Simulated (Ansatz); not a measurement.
The system is MgGe2.

```
Ge Mg
1.0
     5.52149   -1.84985    0.00000
     5.52149    1.84985    0.00000
    -3.21762    0.00000    6.00777
Ge Mg
4 2
Direct
  0.52923 0.52923 0.29362
  0.47077 0.47077 0.70638
  0.88039 0.88039 0.98544
  0.11961 0.11961 0.01456
  0.81529 0.81529 0.34925
  0.18471 0.18471 0.65075
```

The cell comes from a database or a generator and needn't be the stable form of this composition.

Program: Ansatz 0.2.0. Alike in all runs: task projected density of states; potentials or basis Ansatz PAW; no spin polarisation; cell as given; k mesh 8 × 8 × 5; smearing fermi-dirac 0.05 eV.

Problem. Order these runs on this cell by their pressure, lowest first.
A. level LDA; cutoff (eV) 420
B. level r2SCAN; cutoff (eV) 500
C. level PBE; cutoff (eV) 420
D. level BLYP; cutoff (eV) 420

Solution. A (-4.3 GPa), B (-2.4 GPa), C (-0.4 GPa), D (3.2 GPa).

Caveats: the PAW data sets come from PBE, with cores solved anew for the run's functional, which leaves a small shift of forces and pressure (some runs).
